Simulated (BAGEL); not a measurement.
**GeSiH5 (SMILES [SiH2][GeH3]): UHF/STO-3G (density fitting with qzvpp-jkfit)**

Aim: the vertical doublet–quartet gap of GeSiH5 at UHF/STO-3G (density fitting with qzvpp-jkfit), from 2 runs. 

Program for the calculation: BAGEL 1.2.2.

2 further runs of the same task are left out: 2 set aside as unsound or not needed.

## (1) Starting point

The species is GeSiH5 (7 atoms), meant as a doublet with charge 0. SMILES: `[SiH2][GeH3]`. The coordinates come from a PBE0-D4/def2-TZVP relaxation.

Bond lengths: Si1–Ge2 2.370 Å, Si1–H3 1.489 Å, Si1–H4 1.489 Å, Ge2–H5 1.537 Å, Ge2–H6 1.541 Å, Ge2–H7 1.537 Å. Angles: Si1–Ge2–H5 109.6°, Si1–Ge2–H6 112.0°, Si1–Ge2–H7 109.7°, Ge2–Si1–H3 113.4°, Ge2–Si1–H4 113.3°, H5–Ge2–H6 108.4°, H5–Ge2–H7 108.7°, H6–Ge2–H7 108.4°, H3–Si1–H4 109.6°.

## (2) The energy at UHF/STO-3G (density fitting with qzvpp-jkfit)

The input, calc.json:

```json
{ "bagel": [

{
  "title": "molecule",
  "basis": "sto-3g",
  "df_basis": "qzvpp-jkfit",
  "angstrom": true,
  "geometry": [
    { "atom": "Si", "xyz": [   -0.094700,   -1.423600,   -0.163400 ] },
    { "atom": "Ge", "xyz": [    0.288700,    0.914700,   -0.097700 ] },
    { "atom": "H", "xyz": [    0.173200,   -2.103400,    1.133900 ] },
    { "atom": "H", "xyz": [   -1.456400,   -1.784700,   -0.645400 ] },
    { "atom": "H", "xyz": [    0.037100,    1.517100,   -1.489000 ] },
    { "atom": "H", "xyz": [   -0.633800,    1.622900,    0.913200 ] },
    { "atom": "H", "xyz": [    1.746900,    1.189100,    0.302700 ] }
  ]
},
{ "title": "uhf", "nopen": 1 },
{ "title": "print", "file": "orbitals.molden", "orbitals": true }

]}
```

The run is started by

```console
$ BAGEL_NUM_THREADS=1 BAGEL calc.json > calc.out
```

Output:

```text
* using 1 threads per process

  ===============================================================
  ===============================================================

  *** Geometry ***

  { "atom" : "Si", "xyz" : [     -0.178957,     -2.690214,     -0.308781 ] },
  { "atom" : "Ge", "xyz" : [      0.545564,      1.728532,     -0.184626 ] },
  { "atom" : "H", "xyz" : [      0.327301,     -3.974850,      2.142760 ] },
  { "atom" : "H", "xyz" : [     -2.752197,     -3.372594,     -1.219629 ] },
  { "atom" : "H", "xyz" : [      0.070109,      2.866904,     -2.813802 ] },
  { "atom" : "H", "xyz" : [     -1.197708,      3.066837,      1.725698 ] },
  { "atom" : "H", "xyz" : [      3.301163,      2.247073,      0.572020 ] },

  Number of auxiliary basis functions:      484

  Since a DF basis is specified, we compute 2- and 3-index integrals:
    o Being stored without compression. Storage requirement is 0.004 GB

  Number of basis functions:       32
  Number of electrons      :       51

    * METHOD: MOLECULE                             0.17

  *** Open-shell HF ***

  === Nuclear Repulsion ===
   161.8738422395

      * DIIS with orbital gradients will be used.

  === UHF iteration (sto-3g) ===
      0      -2340.20885526          0.00938937           0.05
      1      -2340.22765703          0.00305208           0.05
      2      -2340.23000972          0.00117319           0.04
      3      -2340.23060381          0.00017877           0.05
      4      -2340.23068468          0.00005609           0.04
      5      -2340.23070862          0.00001706           0.04
      6      -2340.23071343          0.00000982           0.04
      7      -2340.23071498          0.00000430           0.05
      8      -2340.23071521          0.00000048           0.05
      9      -2340.23071521          0.00000016           0.05
     10      -2340.23071521          0.00000005           0.05
     11      -2340.23071521          0.00000002           0.05
     12      -2340.23071521          0.00000001           0.04
    * SCF iteration converged.

    * S^2 (UHF) is 0.7539

    * Permanent dipole moment:
           (   -0.116520,     0.186547,     0.139326) a.u.

    * METHOD: UHF                                  0.70

    * METHOD: PRINT                                0.00

  ===============================================================
```

It took 1 s on 1 thread of Arm Neoverse V1, shared host; peak memory 0.081 GiB.

## (3) The quartet, same level

The input, hf.json:

```json
{ "bagel" : [

{
  "title" : "molecule",
  "basis" : "sto-3g",
  "df_basis" : "qzvpp-jkfit",
  "angstrom" : "true",
  "geometry" : [
    { "atom" : "Si", "xyz" : [      -0.094700,      -1.423600,      -0.163400 ] },
    { "atom" : "Ge", "xyz" : [       0.288700,       0.914700,      -0.097700 ] },
    { "atom" : "H", "xyz" : [       0.173200,      -2.103400,       1.133900 ] },
    { "atom" : "H", "xyz" : [      -1.456400,      -1.784700,      -0.645400 ] },
    { "atom" : "H", "xyz" : [       0.037100,       1.517100,      -1.489000 ] },
    { "atom" : "H", "xyz" : [      -0.633800,       1.622900,       0.913200 ] },
    { "atom" : "H", "xyz" : [       1.746900,       1.189100,       0.302700 ] }
  ]
},

{ "title" : "uhf", "charge" : 0, "nopen" : 3 },

{ "title" : "print", "file" : "orbitals.molden", "orbitals" : "true" }

]}
```

The run is started by

```console
$ BAGEL_NUM_THREADS=1 BAGEL hf.json > hf.out
```

Output:

```text
* using 1 threads per process

  ===============================================================
  ===============================================================

  *** Geometry ***

  { "atom" : "Si", "xyz" : [     -0.178957,     -2.690214,     -0.308781 ] },
  { "atom" : "Ge", "xyz" : [      0.545564,      1.728532,     -0.184626 ] },
  { "atom" : "H", "xyz" : [      0.327301,     -3.974850,      2.142760 ] },
  { "atom" : "H", "xyz" : [     -2.752197,     -3.372594,     -1.219629 ] },
  { "atom" : "H", "xyz" : [      0.070109,      2.866904,     -2.813802 ] },
  { "atom" : "H", "xyz" : [     -1.197708,      3.066837,      1.725698 ] },
  { "atom" : "H", "xyz" : [      3.301163,      2.247073,      0.572020 ] },

  Number of auxiliary basis functions:      484

  Since a DF basis is specified, we compute 2- and 3-index integrals:
    o Being stored without compression. Storage requirement is 0.004 GB

  Number of basis functions:       32
  Number of electrons      :       51

    * METHOD: MOLECULE                             0.17

  *** Open-shell HF ***

  === Nuclear Repulsion ===
   161.8738422395

      * DIIS with orbital gradients will be used.

  === UHF iteration (sto-3g) ===
      0      -2339.81863149          0.00992299           0.04
      1      -2339.85707735          0.00494045           0.04
      2      -2339.86824488          0.00276068           0.05
      3      -2339.87528105          0.00087821           0.04
      4      -2339.87686857          0.00041635           0.04
      5      -2339.87734083          0.00013745           0.04
      6      -2339.87737726          0.00006391           0.05
      7      -2339.87739220          0.00002479           0.05
      8      -2339.87739361          0.00001158           0.05
      9      -2339.87739389          0.00000348           0.05
     10      -2339.87739392          0.00000105           0.05
     11      -2339.87739393          0.00000038           0.05
     12      -2339.87739393          0.00000022           0.05
     13      -2339.87739393          0.00000009           0.05
     14      -2339.87739393          0.00000005           0.05
     15      -2339.87739393          0.00000002           0.05
     16      -2339.87739393          0.00000001           0.05
    * SCF iteration converged.

    * S^2 (UHF) is 3.7534

    * Permanent dipole moment:
           (   -0.238462,    -0.006536,     0.219627) a.u.

    * METHOD: UHF                                  0.88

    * METHOD: PRINT                                0.00

  ===============================================================
```

It took 1.2 s on 1 thread of Arm Neoverse V1, shared host; peak memory 0.081 GiB.

## (4) Results

At UHF/STO-3G (density fitting with qzvpp-jkfit):

| quantity | value |
| --- | --- |
| doublet: total energy | -2340.23072 Eh |
| doublet: dipole moment | 0.66 D |
| doublet: ⟨S²⟩ | 0.754 |
| quartet: total energy | -2339.87739 Eh |
| quartet: dipole moment | 0.82 D |
| quartet: ⟨S²⟩ | 3.753 |
| vertical energy of the quartet above the doublet | 9.614 eV |

**Reading.** At this shape the quartet lies 9.61 eV (928 kJ/mol) above the doublet. In a minimal basis such a difference can be off by several eV, whatever the method.
